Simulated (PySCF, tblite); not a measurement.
# C₃H₉BOSi₂: geometry, infrared bands and NMR shifts

Wanted: the infrared bands and NMR shifts of C₃H₉BOSi₂ (`BC1=CO[Si@H]1C[SiH3]`), by calculation.

The runs use tblite 0.8.0 and PySCF 2.14.0, with density-fitted response routines of our own; the level of theory stands in each step. All values are computed, except where a source is named. Atoms are numbered from 0 throughout.

## 1. The molecule as given

16 atoms, charge 0, multiplicity 1; geometry from: force field or distance geometry start.

Bonds of the start (Å): B0–C1 1.56, C1–C2 1.32, C2–O3 1.39, O3–Si4 1.70, Si4–C5 1.86, C5–Si6 1.85, Si4–C1 1.85, B0–H7 1.21, B0–H8 1.20, C2–H9 1.10, Si4–H10 1.45, C5–H11 1.11, C5–H12 1.12, Si6–H13 1.48, Si6–H14 1.48, Si6–H15 1.48.

## 2. Optimising the geometry with GFN2-xTB

The job: settings as JSON, then the geometry in Å.

```
{"job": {"kind": "relax", "xc": "GFN2-xTB", "basis": "xTB"}, "charge": 0, "multiplicity": 1}
B     -2.292000     1.544700    -0.106400
C     -1.852100     0.064300     0.088300
C     -2.325900    -1.156000    -0.101900
O     -1.278100    -1.943500     0.346200
Si    -0.283900    -0.633000     0.783000
C      1.134100    -0.261300    -0.367200
Si     2.747200     0.044700     0.492200
H     -2.847000     2.008600     0.864100
H     -1.413800     2.242800    -0.528400
H     -3.296600    -1.465200    -0.511300
H     -0.034100    -0.386900     2.192200
H      1.240600    -1.082200    -1.103100
H      0.848600     0.661600    -0.932500
H      3.038800    -1.023900     1.479000
H      3.804100     0.056900    -0.549400
H      2.802500     1.337500     1.211100
```

On the command line:

```console
$ OMP_NUM_THREADS=1 python probes_run.py task.json out
```

This one command runs all jobs of the session in turn.

**Question.** This job is followed by: GFN2-xTB harmonic vibrations, gas phase; GIAO PBE0/pcSseg-1 NMR shielding, non-relativistic, gas phase. What will the session give for the following? strongest single infrared mode (GFN2-xTB); zero-point energy (GFN2-xTB); 13C shifts against TMS (PBE0/pcSseg-1); 1H shifts against TMS (PBE0/pcSseg-1, means over atoms taken as alike); 11B shifts against BF3·OEt2 (PBE0/pcSseg-1); 17O shifts against H2O (PBE0/pcSseg-1); 29Si shifts against TMS (PBE0/pcSseg-1).

The runs gave:

| quantity | value |
| --- | --- |
| strongest single infrared mode (GFN2-xTB) | 2301 cm⁻¹, 438 km/mol |
| zero-point energy (GFN2-xTB) | 65.7 kcal/mol |
| 13C shifts against TMS (PBE0/pcSseg-1) | 196.1, 135.5, -2.3 ppm |
| 1H shifts against TMS (PBE0/pcSseg-1, means over atoms taken as alike) | 8.31, 6.33, 5.98, 4.09, 0.65, 0.64 ppm |
| 11B shifts against BF3·OEt2 (PBE0/pcSseg-1) | 59.5 ppm |
| 17O shifts against H2O (PBE0/pcSseg-1) | 229.9 ppm |
| 29Si shifts against TMS (PBE0/pcSseg-1) | 47.7, -80.8 ppm |

In words: The optimisation took 182 steps and gained 1.014 eV; among the close pairs (by a distance rule), O3–Si4 changed most, from 1.702 to 1.750 Å. No mode is imaginary among the 42: a minimum at this level. The strongest single mode, at 2301 cm⁻¹, moves mainly H10. Unscaled tight-binding wavenumbers are off by several per cent, some by more. Its intensities can rank the bands wrongly. The most deshielded carbon is C2 (alkene carbon bearing oxygen), at 196.1 ppm: an sp2 carbon further deshielded by the attached heteroatom. At PBE0/pcSseg-1: Shielding is most anisotropic at O3 (span 283 ppm, paramagnetic term -295 ppm).
